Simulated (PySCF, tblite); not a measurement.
# Si3P3H11: geometry, infrared bands and NMR shifts

Aim: predict the infrared bands and NMR shifts of Si3P3H11 (`[SiH3]P([SiH3])P([SiH3])P`).

Computed with tblite 0.8.0 and PySCF 2.14.0, with density-fitted response routines of our own, on a single molecule in the gas phase. Atoms count from 0, in the outputs and in this text.

## Step 1: Starting geometry

17 atoms, charge 0, multiplicity 1; geometry from: force field or distance geometry start.

Bonds of the start (Å): Si0–P1 2.20, P1–Si2 2.21, P1–P3 2.28, P3–Si4 2.23, P3–P5 2.27, Si0–H6 1.49, Si0–H7 1.48, Si0–H8 1.49, Si2–H9 1.49, Si2–H10 1.50, Si2–H11 1.48, Si4–H12 1.48, Si4–H13 1.48, Si4–H14 1.49, P5–H15 1.40, P5–H16 1.42.

## Step 2: Optimising the geometry with GFN2-xTB

What the job is given:

```
{"job": {"kind": "relax", "xc": "GFN2-xTB", "basis": "xTB"}, "charge": 0, "multiplicity": 1}
Si    -1.700200     1.917100     0.426000
P     -0.498000     0.397000    -0.620300
Si    -1.970100    -1.223000    -0.302700
P      1.070400    -0.075500     0.967200
Si     2.107900    -1.874700     0.157300
P      2.586600     1.525400     0.425900
H     -0.904300     3.165400     0.543000
H     -2.915400     2.210500    -0.374000
H     -2.097100     1.453400     1.781500
H     -2.298200    -1.379400     1.139200
H     -3.214400    -0.907300    -1.071300
H     -1.404100    -2.488300    -0.817100
H      3.317500    -2.156500     0.966000
H      1.188300    -3.032700     0.224600
H      2.482700    -1.622900    -1.264600
H      2.485200     1.439000    -0.968600
H      1.756300     2.664500     0.551200
```

Run with:

```bash
> OMP_NUM_THREADS=1 python probes_run.py task.json out
```

One launch serves the whole session: the jobs run in the order shown.

**Question.** This job is followed by: GFN2-xTB harmonic vibrations, gas phase; GIAO PBE0/pcSseg-1 NMR shielding, non-relativistic, gas phase. Predict these results of the whole session: strongest single infrared mode (GFN2-xTB); zero-point energy (GFN2-xTB); 1H shifts against TMS (PBE0/pcSseg-1, means over atoms taken as alike); 29Si shifts against TMS (PBE0/pcSseg-1, means over atoms taken as alike); 31P shifts against H3PO4 (PBE0/pcSseg-1).

**Answer**, as computed:

```
                                                                quantity                       value
                               strongest single infrared mode (GFN2-xTB)        740 cm⁻¹, 580 km/mol
                                            zero-point energy (GFN2-xTB)               57.8 kcal/mol
  1H shifts against TMS (PBE0/pcSseg-1, means over atoms taken as alike)        4.27, 4.23, 3.03 ppm
29Si shifts against TMS (PBE0/pcSseg-1, means over atoms taken as alike)            -59.4, -75.5 ppm
                                31P shifts against H3PO4 (PBE0/pcSseg-1)  -172.4, -242.3, -242.6 ppm
```

In words: Over 106 steps the energy fell by 0.396 eV; of the close pairs, P1–P3 changed most, 2.281 to 2.160 Å. All 45 modes are real, so the xTB geometry is a minimum. Unscaled tight-binding wavenumbers are off by several per cent, some by more. Its intensities can rank the bands wrongly. At PBE0/pcSseg-1: The largest span, 274 ppm, is at P5, where the paramagnetic term is -478 ppm.
